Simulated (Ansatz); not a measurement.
# Pt: the cost of one run

Method: DFT PBEsol, scalar-relativistic, plane waves, PAW, in Ansatz 0.2.0.

4 further runs of the same task are left out: 2 that didn't finish, 2 set aside as unsound or not needed.

## Step 1: The system as given

Symmetry: Im-3m, No. 229, cubic system. Conventional cell: a = 3.121 Å, b = 3.121 Å, c = 3.121 Å, α = 90.00°, β = 90.00°, γ = 90.00°. Around Pt (site symmetry m-3m) lie 8 Pt at 2.70 Å.

As a file:

```
Pt
1.0
     3.12094    3.12094    3.12094
    -3.12094    3.12094   -3.12094
    -3.12094   -3.12094    3.12094
Pt
8
Direct
  0.00000 0.50000 0.50000
  0.00000 0.50000 0.00000
  0.00000 0.00000 0.50000
  0.00000 0.00000 0.00000
  0.50000 0.50000 0.50000
  0.50000 0.50000 0.00000
  0.50000 0.00000 0.50000
  0.50000 0.00000 0.00000
```

It goes back to an entry of the Materials Project, which need not be the stable form.

It is built from the cell relaxed beforehand with the same method (15.20 Å³/atom).

## Step 2: The undisturbed cell

Input file input.yaml:

```yaml
crystal:
  lattice:
    - [3.1209412023, 3.1209412023, 3.1209412023]
    - [-3.1209412023, 3.1209412023, -3.1209412023]
    - [-3.1209412023, -3.1209412023, 3.1209412023]
  atoms:
    - { symbol: Pt, position: [0.0, 0.5, 0.5] }
    - { symbol: Pt, position: [0.0, 0.5, 0.0] }
    - { symbol: Pt, position: [0.0, 0.0, 0.5] }
    - { symbol: Pt, position: [0.0, 0.0, 0.0] }
    - { symbol: Pt, position: [0.5, 0.5, 0.5] }
    - { symbol: Pt, position: [0.5, 0.5, 0.0] }
    - { symbol: Pt, position: [0.5, 0.0, 0.5] }
    - { symbol: Pt, position: [0.5, 0.0, 0.0] }
basis:
  ecutwfc: 420
kpoints:
  mp_grid: { grid: [14, 14, 14] }
hamiltonian:
  xc: pbesol
scf:
  occupations: { method: gaussian, width: 0.15 }
output:
  forces: true
  stress: true
  eigenvalues: true
  write_density: true
  write_potential: true
  elf: true
  volumetric_format: npy
```

Command:

```bash
$ ansatz run input.yaml --threads 1 --pin off --max-ram 2560MiB --backend cpu --events-out ev --progress --plain --runs-dir out
```

**Question.** How long does this run take on 1 thread of Arm Neoverse V1, shared host, and how much memory does it need?

About 70 s, with a peak of 0.88 GiB.
